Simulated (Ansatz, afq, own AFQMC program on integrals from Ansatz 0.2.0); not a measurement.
# SiH2Br (doublet): quantum Monte Carlo beside coupled cluster at distance Br1–H2 along a hydrogen transfer = 1.767 Å, cc-pVTZ, part 2 of 2

Ansatz 0.2.0, Gaussian basis, and an in-house AFQMC program (afq) on its integrals; all values are calculated; cc-pVTZ, frozen cores. Earlier steps stand in the parts before.

**12. Phaseless AFQMC, CISD trial on UHF**

It reads the integrals that the CCSD(T) run on this determinant wrote.

Command:

```console
$ afq ham --method phaseless --trial cisd --walkers 1500 --populations 20 --least-time 60 --time-step 0.005 --steps-per-block 50 --equilibration-blocks 28 --max-blocks 4000 --target-error 0.00021 --factor-cut 1e-05 --start spin_pure --seed 2422 --release-times 0.24,0.51,0.99,1.62,2.4 --release-step 0.03 --release-every 3 --taylor-order 6
```

Standard output:

```text
orbitals 86  electrons 7 6  factors 568 of 637
reference energy -2862.46459672 Eh
CCSD correlation -0.30514032 Eh in 24 cycles, weight of the determinant in the CISD state 0.7765
energy of the start -2862.748495 Eh
 block  time / (1/Eh)  mean weight  energy / Eh
     1     0.250  1.0005  -2862.753752
     2     0.500  1.0000  -2862.760788
     3     0.750  0.9998  -2862.767020
     4     1.000  0.9996  -2862.770584
     5     1.250  1.0004  -2862.772832
     6     1.500  1.0000  -2862.775111
     7     1.750  0.9997  -2862.776773
     8     2.000  1.0003  -2862.778162
     9     2.250  1.0002  -2862.779838
    10     2.500  1.0000  -2862.780654
    13     3.250  1.0006  -2862.781309
    16     4.000  0.9998  -2862.784023
    19     4.750  1.0005  -2862.782997
    22     5.500  1.0001  -2862.782895
    25     6.250  1.0004  -2862.783587
    28     7.000  1.0003  -2862.781086
    31     7.750  1.0000  -2862.781652
    34     8.500  0.9992  -2862.783681
    37     9.250  1.0003  -2862.782561
    40    10.000  0.9999  -2862.782936
    43    10.750  1.0003  -2862.783659
    46    11.500  1.0000  -2862.786901
    49    12.250  0.9997  -2862.784313
    52    13.000  1.0006  -2862.784227
    55    13.750  0.9996  -2862.784103
    58    14.500  0.9999  -2862.784237
    61    15.250  1.0002  -2862.782941
    64    16.000  1.0001  -2862.782868
    67    16.750  1.0003  -2862.782513
    70    17.500  0.9999  -2862.783999
    73    18.250  0.9999  -2862.781626
    76    19.000  0.9997  -2862.780089
    79    19.750  0.9998  -2862.784832
    82    20.500  1.0008  -2862.783853
    85    21.250  1.0002  -2862.783731
    88    22.000  1.0003  -2862.782553
    91    22.750  1.0002  -2862.783049
    94    23.500  1.0005  -2862.783165
    97    24.250  1.0004  -2862.782508
   100    25.000  1.0001  -2862.780900
   103    25.750  1.0001  -2862.780502
   106    26.500  1.0000  -2862.783315
   109    27.250  0.9997  -2862.783141
   112    28.000  1.0003  -2862.781960
   115    28.750  1.0002  -2862.782380
   118    29.500  0.9990  -2862.781959
   121    30.250  0.9997  -2862.782941
   124    31.000  1.0006  -2862.781823
error from the spread of 20 populations
released: time / (1/Eh)  energy / Eh  error  mean overlap
  0.24  -2862.783054  0.000254  1.0007
  0.51  -2862.783299  0.000225  0.9955
  0.99  -2862.783461  0.000210  0.9861
  1.62  -2862.783899  0.000242  0.9867
  2.40  -2862.783306  0.000357  0.9834
energy -2862.783008 +/- 0.000279 Eh
```

It took 4 min on 1 × NVIDIA H100 80GB HBM3 with 2 threads of AMD EPYC 7R13 (Zen 3), shared host; peak host memory 1.8 GiB.

Energy -77900.2942 ± 0.0076 eV. Caveats: constraint bias not in the error.

**13. CCSD(T) on ROHF**

Contents of in.yaml:

```yaml
crystal:
  periodic: [false, false, false]
  atoms:
    - {symbol: Br, position_ang: [-2.375859, 0.369878, 0.000000]}
    - {symbol: H, position_ang: [-0.608859, 0.369878, 0.000000]}
    - {symbol: Si, position_ang: [1.294141, 0.369878, 0.000000]}
    - {symbol: H, position_ang: [1.690576, -1.109635, 0.000000]}
basis:
  gaussian: {orbitals: cc-pVTZ}
magnetization: {spin_polarized: false, initial_magnetization: 1}
correlation: {method: ccsd_t, electrons: outside_noble_gas, hamiltonian_folder: ham}
```

Command:

```console
$ ansatz run in.yaml --threads 1 --pin off --events-out ev --progress --plain --max-ram 16896MiB --backend cuda --devices 0, --max-vram 18GiB
```

Standard output (excerpt; [...] marks lines left out):

```text
Functional definition: HF
  name "HF"
  cite "Fock, Z. Phys. 61, 126 (1930) doi:10.1007/BF01340294"
  parent pbe
[...]
637 factors; integrals over basis functions are off by at most 1.2e-3 eV
[...]
mean field -77891.34143992 eV, -2862.4540012696 hartree, gradient 2.4e-6 eV, S^2 0.750000; 14 other end points of the search recorded, 0 dependent functions left out
[...]
determinant -77891.34143992 eV, -2862.4540012696 hartree, with singles and doubles -77900.02466355 eV, -2862.7731038523 hartree
determinant -77890.72436110 eV, -2862.4313240413 hartree, with singles and doubles -77899.47857629 eV, -2862.7530355155 hartree
determinant -77889.24508778 eV, -2862.3769617495 hartree, with singles and doubles -77897.78220698 eV, -2862.6906950935 hartree
determinant -77889.22151524 eV, -2862.3760954747 hartree, with singles and doubles -77897.75657247 eV, -2862.6897530424 hartree
[...]
determinant -77888.10723036 eV, -2862.3351462604 hartree, with singles and doubles -77897.23658044 eV, -2862.6706436878 hartree
determinant -77886.98521495 eV, -2862.2939129548 hartree, with singles and doubles -77895.97257050 eV, -2862.6241921794 hartree
determinant -77891.34143992 eV, -2862.4540012696 hartree, with singles and doubles -77899.92579352 eV, -2862.7694704457 hartree
determinant -77890.72436110 eV, -2862.4313240413 hartree, with singles and doubles -77899.37747884 eV, -2862.7493202527 hartree
19 core orbitals not correlated: weight in the atoms' cores, before any rotation towards them, 1.000 or more for the frozen orbitals, at most 0.000 for the correlated occupied ones
reference -77891.34143992 eV, -2862.4540012696 hartree; 7, 6 occupied and 79, 80 virtual orbitals, 637 factors
second order -7.43356880 eV of doubles, -0.10498802 eV of singles
cycle   1  -8.58435407 eV  change   -4.7e-7 eV  update   2.9e-6
perturbative correction -0.33710953 eV, -0.0123885467 hartree
Total energy: -77900.26290352 eV, -2862.7818590098 hartree
```

Run time: 12 s. Hardware: 1 × NVIDIA H100 80GB HBM3 with 1 thread of AMD EPYC 7R13 (Zen 3), shared host; peak host memory 1.8 GiB.

From the report: correlation -8.9215 eV; T1 0.024; largest double amplitude 0.07.

This run also writes the integrals to the folder ham.

**14. CCSDT(Q) on ROHF**

Changes to in.yaml since step 13:

```diff
@@ -10,2 +10,2 @@
 magnetization: {spin_polarized: false, initial_magnetization: 1}
-correlation: {method: ccsd_t, electrons: outside_noble_gas, hamiltonian_folder: ham}
+correlation: {method: ccsdt_q, electrons: outside_noble_gas}
```

The command is unchanged.

Standard output (excerpt; [...] marks lines left out):

```text
Functional definition: HF
  name "HF"
  cite "Fock, Z. Phys. 61, 126 (1930) doi:10.1007/BF01340294"
  parent pbe
[...]
1219 factors; integrals over basis functions are off by at most 2.1e-7 eV
[...]
mean field -77891.34147421 eV, -2862.4540025298 hartree, gradient 2.3e-6 eV, S^2 0.750000; 14 other end points of the search recorded, 0 dependent functions left out
[...]
determinant -77891.34147421 eV, -2862.4540025298 hartree, with singles and doubles -77900.02472236 eV, -2862.7731060135 hartree
determinant -77890.72440710 eV, -2862.4313257318 hartree, with singles and doubles -77899.47864673 eV, -2862.7530381042 hartree
determinant -77889.24512356 eV, -2862.3769630642 hartree, with singles and doubles -77897.78226436 eV, -2862.6906972019 hartree
determinant -77889.22155014 eV, -2862.3760967571 hartree, with singles and doubles -77897.75662935 eV, -2862.6897551329 hartree
[...]
determinant -77886.98528113 eV, -2862.2939153866 hartree, with singles and doubles -77895.97266498 eV, -2862.6241956512 hartree
determinant -77891.34147421 eV, -2862.4540025298 hartree, with singles and doubles -77899.92581850 eV, -2862.7694713638 hartree
determinant -77890.72440710 eV, -2862.4313257318 hartree, with singles and doubles -77899.37751567 eV, -2862.7493216063 hartree
19 core orbitals not correlated: weight in the atoms' cores, before any rotation towards them, 1.000 or more for the frozen orbitals, at most 0.000 for the correlated occupied ones
reference -77891.34147421 eV, -2862.4540025298 hartree; 7, 6 occupied and 79, 80 virtual orbitals, 1219 factors
second order -7.43360980 eV of doubles, -0.10498787 eV of singles
cycle   1  -8.24257666 eV  change   -7.0e-1 eV  update   9.2e-2
[...]
cycle  22  -8.95808489 eV  change   -6.6e-7 eV  update   9.5e-7
perturbative correction -0.01678097 eV, -0.0006166893 hartree
Total energy: -77900.31634008 eV, -2862.7838227669 hartree
```

It took 42 s on 1 × NVIDIA H100 80GB HBM3 with 1 thread of AMD EPYC 7R13 (Zen 3), shared host; peak host memory 1.8 GiB.

From the report: correlation -8.9749 eV; T1 0.024; largest double amplitude 0.08.

**15. Phaseless AFQMC, CISD trial on ROHF**

It reads the integrals that the CCSD(T) run on this determinant wrote.

Command:

```console
$ afq ham --method phaseless --trial cisd --walkers 1500 --populations 20 --least-time 60 --time-step 0.005 --steps-per-block 50 --equilibration-blocks 28 --max-blocks 4000 --target-error 0.00021 --factor-cut 1e-05 --start spin_pure --seed 2422 --release-times 0.24,0.51,0.99,1.62,2.4 --release-step 0.03 --release-every 3 --taylor-order 6
```

Standard output:

```text
orbitals 86  electrons 7 6  factors 568 of 637
reference energy -2862.45400127 Eh
CCSD correlation -0.31546934 Eh in 14 cycles, weight of the determinant in the CISD state 0.8347
energy of the start -2862.769470 Eh
 block  time / (1/Eh)  mean weight  energy / Eh
     1     0.250  1.0003  -2862.763336
     2     0.500  0.9999  -2862.766092
     3     0.750  0.9998  -2862.769737
     4     1.000  0.9995  -2862.771791
     5     1.250  1.0004  -2862.773942
     6     1.500  1.0001  -2862.775835
     7     1.750  0.9998  -2862.776753
     8     2.000  1.0003  -2862.778293
     9     2.250  1.0004  -2862.779480
    10     2.500  1.0003  -2862.780230
    13     3.250  1.0003  -2862.781786
    17     4.250  0.9997  -2862.784314
    21     5.250  0.9997  -2862.783266
    25     6.250  1.0002  -2862.782991
    29     7.250  0.9999  -2862.782757
    33     8.250  0.9998  -2862.784027
    37     9.250  0.9999  -2862.782861
    41    10.250  0.9995  -2862.783395
    45    11.250  1.0003  -2862.783164
    49    12.250  0.9996  -2862.783130
    53    13.250  1.0003  -2862.782294
    57    14.250  0.9999  -2862.785027
    61    15.250  0.9999  -2862.783895
    65    16.250  0.9998  -2862.781385
    69    17.250  1.0000  -2862.781672
    73    18.250  0.9997  -2862.780694
    77    19.250  1.0001  -2862.782641
    81    20.250  0.9998  -2862.783335
    85    21.250  1.0001  -2862.782278
    89    22.250  1.0003  -2862.782673
    93    23.250  0.9996  -2862.781238
    97    24.250  1.0008  -2862.783402
   101    25.250  0.9998  -2862.781624
   105    26.250  0.9995  -2862.782667
   109    27.250  0.9996  -2862.782049
   113    28.250  0.9995  -2862.783125
   117    29.250  1.0002  -2862.784315
   121    30.250  0.9999  -2862.782388
   125    31.250  0.9998  -2862.781915
   129    32.250  0.9996  -2862.784355
   133    33.250  1.0000  -2862.781832
   137    34.250  1.0001  -2862.782282
   141    35.250  1.0001  -2862.780909
   145    36.250  0.9999  -2862.783779
   149    37.250  1.0007  -2862.783517
   153    38.250  0.9994  -2862.783877
   157    39.250  1.0001  -2862.784450
   161    40.250  1.0007  -2862.783719
   165    41.250  1.0003  -2862.781629
   169    42.250  1.0001  -2862.781853
   173    43.250  1.0001  -2862.781732
   177    44.250  1.0005  -2862.782694
error from the spread of 20 populations
released: time / (1/Eh)  energy / Eh  error  mean overlap
  0.24  -2862.782871  0.000168  1.0009
  0.51  -2862.779325  0.003898  0.9979
  0.99  -2862.783864  0.000217  0.9874
  1.62  -2862.783707  0.000231  0.9943
  2.40  -2862.784184  0.000397  0.9805
energy -2862.782753 +/- 0.000206 Eh
```

Run time: 4 min. Hardware: 1 × NVIDIA H100 80GB HBM3 with 2 threads of AMD EPYC 7R13 (Zen 3), shared host; peak host memory 1.8 GiB.

Energy -77900.2872 ± 0.0056 eV. Caveats: constraint bias not in the error.

**16. All levels side by side**

On the UHF determinant, counted from CCSD(T) (a yardstick, not exact):

| level | energy (eV) | from CCSD(T) (kcal/mol) | statistical error (kcal/mol) | time |
| --- | --- | --- | --- | --- |
| HF | -77891.6298 | +198.92 |  |  |
| MP2 | -77898.6673 | +36.63 |  |  |
| CCSD | -77899.9330 | +7.44 |  |  |
| CCSD(T) | -77900.2558 | 0.00 |  |  |
| Phaseless AFQMC, CISD trial, step 0.005, 1500 walkers | -77900.2942 | -0.88 | 0.18 | 4 min |

On the ROHF determinant, counted from CCSDT(Q) (a yardstick, not exact):

| level | energy (eV) | from CCSDT(Q) (kcal/mol) | statistical error (kcal/mol) | time |
| --- | --- | --- | --- | --- |
| HF | -77891.3414 | +206.97 |  |  |
| MP2 | -77898.8800 | +33.12 |  |  |
| CCSD | -77899.9258 | +9.01 |  |  |
| CCSD(T) | -77900.2629 | +1.23 |  |  |
| CCSDT(Q) | -77900.3163 | 0.00 |  |  |
| Phaseless AFQMC, CISD trial, step 0.005, 1500 walkers | -77900.2872 | +0.67 | 0.13 | 4 min |

The functionals' totals stand on their own zeros and serve differences with other points: PBE -77940.453 eV; r2SCAN -77953.766 eV; PBE0 -77943.495 eV; B3LYP -77956.566 eV; wB97M-V -77950.199 eV; B2PLYP -77940.243 eV.

**17. Results**

What follows sums up all 2 parts.

```
                                         quantity                  value
  Phaseless AFQMC, CISD trial on UHF from CCSD(T)  -0.88 ± 0.18 kcal/mol
                    CCSD(T) on ROHF from CCSDT(Q)         +1.23 kcal/mol
Phaseless AFQMC, CISD trial on ROHF from CCSDT(Q)  +0.67 ± 0.13 kcal/mol
```

In words: On UHF the phaseless walk with the CISD trial lies -0.88 kcal/mol from CCSD(T), 5 times its error bar. On ROHF the phaseless walk with the CISD trial lies +0.67 kcal/mol from CCSDT(Q), 5 times its error bar. Error bars are statistical and leave out the constraint, the time step and what remains of the start.
